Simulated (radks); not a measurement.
**Fe²⁺ in [Ne] 3s2 3p5 3d6 4d1: an all-electron calculation**

One table from this session's results is given with a row withheld; the runs are named, their logs left out.

The numbers are computed with radks (a radial shooting solver on a logarithmic mesh, Libxc functionals) version 1 (non-relativistic Kohn-Sham, PBE, spin-polarised, spherical densities, point nucleus; open shells are filled with parallel spins first), except any that are marked as measured or tabulated.

**The atom as given**

- element: iron (Z = 26)
- charge: +2
- electrons: 24
- configuration: [Ne] 3s2 3p5 3d6 4d1

Outer shells as boxes (Hund's rule):

Fe²⁺
```
[Ne] core
3s [↑↓]
3p [↑↓][↑↓][↑ ]
3d [↑↓][↑ ][↑ ][↑ ][↑ ]
4d [↑ ][  ][  ][  ][  ]
```

The first run:

Input:

```text
Z 26
configuration [Ne] 3s2 3p5 3d6 4d1 4s0 4p0 4f0 5d0
relativity non-relativistic
functional pbe,pbe
spin polarised
nucleus point
```

Started as:

```sh
$ python run_ks.py task.json out
```

The same process makes all the runs of this session.

One of the session's tables, all rows but one given; the rest of the session is left out.

It belongs to the step «Shells». From the orbitals of this run (lengths in bohr):

```
  level      <r>  outermost maximum (interpolated)  90 % within  nodes
  1s up  0.05914                            0.0390        0.105      0
1s down  0.05914                            0.0390        0.105      0
  2s up   0.2702                             0.225        0.418      1
2s down   0.2696                             0.225        0.417      1
  2p up   0.2368                             0.181        0.388      0
2p down        ?                                 ?            ?      ?
  3s up   0.8100                             0.705         1.21      2
3s down   0.8156                             0.707         1.22      2
  3p up   0.8437                             0.712         1.29      1
3p down   0.8531                             0.714         1.31      1
  3d up   0.9696                             0.689         1.62      0
3d down    1.016                             0.700         1.72      0
  4s up    2.345                              2.05         3.45      3
4s down    2.385                              2.10         3.48      3
  4p up    2.747                              2.36         4.07      2
4p down    2.760                              2.43         4.04      2
  4d up    3.936                              3.54         5.80      1
  4f up    5.773                              5.00         8.45      0
```

Estimate the missing values for 2p down.

As computed: <r>: 0.2363; outermost maximum (interpolated): 0.181; 90 % within: 0.386; nodes: 0. In the column «<r>» it lies between 1s down (0.05914) and 2p up (0.2368).
